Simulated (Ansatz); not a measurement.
# doublet C4H7B+ at 6 levels

Aim: a comparison of 6 runs (UHF/STO-3G, UHF/cc-pVDZ, UB3LYP/6-31G*, U-revPBE/cc-pVDZ, UBHLYP/cc-pVDZ, UCAM-B3LYP/cc-pVDZ) of doublet C4H7B+. 

The calculation is run with Ansatz 0.2.0.

33 further runs of the same task are left out: 33 set aside as unsound or not needed. Runs told in other sessions of the task aren't counted.

## (1) Starting point

The species is C4H7B+ (12 atoms), meant as a doublet with charge +1. As SMILES of the parent species, `C#CB(C)C`. The shape is that of a PBE0-D4/def2-TZVP optimisation. That shape belongs to the parent species and isn't relaxed for this state.

Bond lengths: C1–C2 1.208 Å, C2–B3 1.525 Å, B3–C4 1.564 Å, B3–C5 1.564 Å, C1–H6 1.066 Å, C4–H7 1.093 Å, C4–H8 1.101 Å, C4–H9 1.091 Å, C5–H10 1.101 Å, C5–H11 1.091 Å, C5–H12 1.093 Å. Some angles: C1–C2–B3 179.9°, C2–B3–C4 119.1°, C2–B3–C5 119.2°, C4–B3–C5 121.7°, C2–C1–H6 180.0°, B3–C4–H7 113.4°, B3–C4–H8 106.2°, B3–C4–H9 114.2°, B3–C5–H10 106.3°, B3–C5–H11 114.3°.

## (2) The energy at UHF/STO-3G (run 1)

Input file input.yaml:

```yaml
crystal:
  periodic: [false, false, false]
  atoms:
    - symbol: C
      position_ang: [-0.661600, 2.532300, 0.484500]
    - symbol: C
      position_ang: [-0.357900, 1.383300, 0.266900]
    - symbol: B
      position_ang: [0.024200, -0.067500, -0.009200]
    - symbol: C
      position_ang: [-0.665800, -1.205600, 0.811900]
    - symbol: C
      position_ang: [1.094600, -0.379000, -1.106000]
    - symbol: H
      position_ang: [-0.929800, 3.545600, 0.676300]
    - symbol: H
      position_ang: [-0.078400, -2.125800, 0.854900]
    - symbol: H
      position_ang: [-1.592200, -1.454800, 0.272500]
    - symbol: H
      position_ang: [-0.970700, -0.909700, 1.817200]
    - symbol: H
      position_ang: [2.071000, -0.357100, -0.598500]
    - symbol: H
      position_ang: [1.148800, 0.363300, -1.904000]
    - symbol: H
      position_ang: [0.995000, -1.380100, -1.532400]
basis:
  gaussian: {orbitals: STO-3G}
total_charge: 1
magnetization: {spin_polarized: true, initial_magnetization: 1}
hamiltonian: {xc: hf}
accuracy: high
output: {orbitals: {seedname: orbitals}}
```

Started as:

```
$ ansatz run input.yaml --threads 1 --pin off --max-ram 2610MiB --events-out events.jsonl --progress --plain --runs-dir runs
```

Output:

```text
Warning: RAYON_NUM_THREADS=1 ignored (pool sized by the plan → 1); use --threads N
Functional definition: HF
  name "HF"
  exchange = exact_x
  correlation = 0
657 factors; integrals over basis functions are off by at most 1.7e-9 eV
mean field evaluation 1: about -4834.2205 eV, gradient 1.4e1 eV
mean field evaluation 2: about -4834.3313 eV, gradient 1.4e1 eV
mean field evaluation 4: about -4836.1042 eV, gradient 2.5e0 eV
mean field evaluation 8: about -4836.2574 eV, gradient 2.3e-1 eV
mean field evaluation 16: about -4836.2681 eV, gradient 2.0e-8 eV
mean field evaluation 32: about -4835.7145 eV, gradient 9.1e-1 eV
mean field evaluation 64: about -4825.5095 eV, gradient 9.5e0 eV
mean field evaluation 96: about -4835.7501 eV, gradient 4.8e-1 eV
mean field evaluation 128: about -4836.2681 eV, gradient 8.5e-4 eV
mean field -4836.26813387 eV, -177.7295757793 hartree, gradient 3.9e-8 eV, S^2 0.794948; 4 other end points of the search recorded, 0 dependent functions left out
reference -4836.26813387 eV, -177.7295757793 hartree; 18, 17 occupied and 14, 15 virtual orbitals, 657 factors
Total energy: -4836.26813387 eV, -177.7295757793 hartree
```

It took 0.95 s on 1 thread of Arm Neoverse V2, shared host.

## (3) A single-point energy at UHF/cc-pVDZ (run 2)

Input file input.yaml:

```yaml
crystal:
  periodic: [false, false, false]
  atoms:
    - {symbol: C, position_ang: [-0.661600, 2.532300, 0.484500]}
    - {symbol: C, position_ang: [-0.357900, 1.383300, 0.266900]}
    - {symbol: B, position_ang: [0.024200, -0.067500, -0.009200]}
    - {symbol: C, position_ang: [-0.665800, -1.205600, 0.811900]}
    - {symbol: C, position_ang: [1.094600, -0.379000, -1.106000]}
    - {symbol: H, position_ang: [-0.929800, 3.545600, 0.676300]}
    - {symbol: H, position_ang: [-0.078400, -2.125800, 0.854900]}
    - {symbol: H, position_ang: [-1.592200, -1.454800, 0.272500]}
    - {symbol: H, position_ang: [-0.970700, -0.909700, 1.817200]}
    - {symbol: H, position_ang: [2.071000, -0.357100, -0.598500]}
    - {symbol: H, position_ang: [1.148800, 0.363300, -1.904000]}
    - {symbol: H, position_ang: [0.995000, -1.380100, -1.532400]}
basis:
  gaussian: {orbitals: cc-pVDZ}
total_charge: 1
magnetization: {spin_polarized: true, initial_magnetization: 1}
hamiltonian: {xc: hf}
accuracy: high
output: {orbitals: {seedname: orbitals}}
```

Started as:

```
$ ansatz run input.yaml --threads 1 --pin off --max-ram 2610MiB --events-out events.jsonl --progress --plain --runs-dir runs
```

Output:

```text
Warning: RAYON_NUM_THREADS=1 ignored (pool sized by the plan → 1); use --threads N
Functional definition: HF
  name "HF"
  exchange = exact_x
  correlation = 0
2484 factors; integrals over basis functions are off by at most 3.4e-9 eV
mean field evaluation 1: about -4889.9333 eV, gradient 2.8e1 eV
mean field evaluation 2: about -4889.9355 eV, gradient 2.8e1 eV
mean field evaluation 4: about -4894.4729 eV, gradient 3.7e0 eV
mean field evaluation 8: about -4894.7080 eV, gradient 2.4e-1 eV
mean field evaluation 16: about -4894.7120 eV, gradient 4.8e-8 eV
mean field evaluation 32: about -4894.4261 eV, gradient 3.3e0 eV
mean field evaluation 64: about -4893.4020 eV, gradient 1.3e0 eV
mean field -4894.71196892 eV, -179.8773471027 hartree, gradient 4.8e-8 eV, S^2 0.766430; 3 other end points of the search recorded, 0 dependent functions left out
reference -4894.71196892 eV, -179.8773471027 hartree; 18, 17 occupied and 87, 88 virtual orbitals, 2484 factors
Total energy: -4894.71196892 eV, -179.8773471027 hartree
```

It took 12 s on 1 thread of Arm Neoverse V2, shared host; peak memory 0.38 GiB.

Runs 3 to 4 aren't shown in full; the table further down has their settings and results.

## (4) The energy at UBHLYP/cc-pVDZ (run 5)

Input file input.yaml:

```yaml
crystal:
  periodic: [false, false, false]
  atoms:
    - symbol: C
      position_ang: [-0.661600, 2.532300, 0.484500]
    - symbol: C
      position_ang: [-0.357900, 1.383300, 0.266900]
    - symbol: B
      position_ang: [0.024200, -0.067500, -0.009200]
    - symbol: C
      position_ang: [-0.665800, -1.205600, 0.811900]
    - symbol: C
      position_ang: [1.094600, -0.379000, -1.106000]
    - symbol: H
      position_ang: [-0.929800, 3.545600, 0.676300]
    - symbol: H
      position_ang: [-0.078400, -2.125800, 0.854900]
    - symbol: H
      position_ang: [-1.592200, -1.454800, 0.272500]
    - symbol: H
      position_ang: [-0.970700, -0.909700, 1.817200]
    - symbol: H
      position_ang: [2.071000, -0.357100, -0.598500]
    - symbol: H
      position_ang: [1.148800, 0.363300, -1.904000]
    - symbol: H
      position_ang: [0.995000, -1.380100, -1.532400]
basis:
  gaussian:
    orbitals: cc-pVDZ
total_charge: 1
magnetization:
  spin_polarized: true
  initial_magnetization: 1
hamiltonian:
  xc: {name: BHLYP}
accuracy: high
output: {orbitals: {seedname: orbitals}}
```

Started as:

```
$ ansatz run input.yaml --threads 1 --pin off --max-ram 2610MiB --events-out events.jsonl --progress --plain --runs-dir runs
```

Output:

```text
Warning: RAYON_NUM_THREADS=1 ignored (pool sized by the plan → 1); use --threads N
Functional definition: BHLYP
  name "BHLYP"
  parameter a = 0.5
  exchange = (1 - a)*b88_x + a*exact_x
  correlation = lyp_c
2484 factors; integrals over basis functions are off by at most 3.4e-9 eV
mean field evaluation 1: about -4915.8958 eV, gradient 4.1e1 eV
mean field evaluation 2: about -4914.6081 eV, gradient 4.2e1 eV
mean field evaluation 4: about -4924.3645 eV, gradient 1.7e0 eV
mean field evaluation 8: about -4924.5057 eV, gradient 2.1e-1 eV
mean field evaluation 16: about -4924.5072 eV, gradient 2.2e-3 eV
mean field evaluation 32: about -4924.5072 eV, gradient 1.0e-6 eV
mean field -4924.50720511 eV, -180.9723018368 hartree, gradient 8.0e-8 eV, S^2 0.757028; 2 other end points of the search recorded, 0 dependent functions left out
reference -4924.50723445 eV, -180.9723029151 hartree; 18, 17 occupied and 87, 88 virtual orbitals, 2484 factors
Total energy: -4924.50723445 eV, -180.9723029151 hartree
```

Run time: 23 s. Hardware: 1 thread of Arm Neoverse V2, shared host; peak memory 0.5 GiB.

## (5) A single-point energy at UCAM-B3LYP/cc-pVDZ (run 6)

Input file run.yaml:

```yaml
crystal:
  periodic: [false, false, false]
  atoms:
    - symbol: C
      position_ang: [-0.661600, 2.532300, 0.484500]
    - symbol: C
      position_ang: [-0.357900, 1.383300, 0.266900]
    - symbol: B
      position_ang: [0.024200, -0.067500, -0.009200]
    - symbol: C
      position_ang: [-0.665800, -1.205600, 0.811900]
    - symbol: C
      position_ang: [1.094600, -0.379000, -1.106000]
    - symbol: H
      position_ang: [-0.929800, 3.545600, 0.676300]
    - symbol: H
      position_ang: [-0.078400, -2.125800, 0.854900]
    - symbol: H
      position_ang: [-1.592200, -1.454800, 0.272500]
    - symbol: H
      position_ang: [-0.970700, -0.909700, 1.817200]
    - symbol: H
      position_ang: [2.071000, -0.357100, -0.598500]
    - symbol: H
      position_ang: [1.148800, 0.363300, -1.904000]
    - symbol: H
      position_ang: [0.995000, -1.380100, -1.532400]
basis:
  gaussian:
    orbitals: cc-pVDZ
total_charge: 1
magnetization:
  spin_polarized: true
  initial_magnetization: 1
hamiltonian:
  xc: {name: CAM-B3LYP}
accuracy: high
output: {orbitals: {seedname: orbitals}}
```

Started as:

```
$ ansatz run run.yaml --threads 1 --pin off --max-ram 2610MiB --events-out events.jsonl --progress --plain --runs-dir runs
```

Output, shortened:

```text
Warning: RAYON_NUM_THREADS=1 ignored (pool sized by the plan → 1); use --threads N
Functional definition: CAM-B3LYP
  name "CAM-B3LYP"
[...]
2484 factors; integrals over basis functions are off by at most 3.4e-9 eV
510 factors; integrals over basis functions are off by at most 2.5e-9 eV
[...]
mean field -4924.17179368 eV, -180.9599756941 hartree, gradient 5.3e-8 eV, S^2 0.757741; 2 other end points of the search recorded, 0 dependent functions left out
reference -4924.17181452 eV, -180.9599764599 hartree; 18, 17 occupied and 87, 88 virtual orbitals, 2484 factors
Total energy: -4924.17181452 eV, -180.9599764599 hartree
```

It took 26 s on 1 thread of Arm Neoverse V2, shared host; peak memory 0.57 GiB.

## (6) All runs side by side

```csv
run,level,energy (Eh),HOMO energy (eV),LUMO energy (eV),⟨S²⟩,wall time
1,UHF/STO-3G,-177.729576,-16.78,-6.68,0.795,0.95 s
2,UHF/cc-pVDZ,-179.877347,-17.38,-7.53,0.766,12 s
3,UB3LYP/6-31G* (spherical functions),-181.088015,-14.41,-12.04,0.755,18 s
4,U-revPBE/cc-pVDZ,-181.044468,-13.36,-12.52,0.753,16 s
5,UBHLYP/cc-pVDZ,-180.972303,-15.56,-11.01,0.757,23 s
6,UCAM-B3LYP/cc-pVDZ,-180.959976,-15.83,-10.96,0.758,26 s
```

## (7) Outcome

| quantity | value |
| --- | --- |
| run 6: total energy | -180.95998 Eh |
| run 6: HOMO energy (highest over α and β) | -15.83 eV |
| run 6: LUMO energy (lowest over α and β) | -10.96 eV |
| run 6: ⟨S²⟩ | 0.758 |

**Reading.** Totals of different functionals can't be ranked against each other. In run 1 the basis is minimal, so the values are rough. All runs together took 95 s, the longest 26 s.
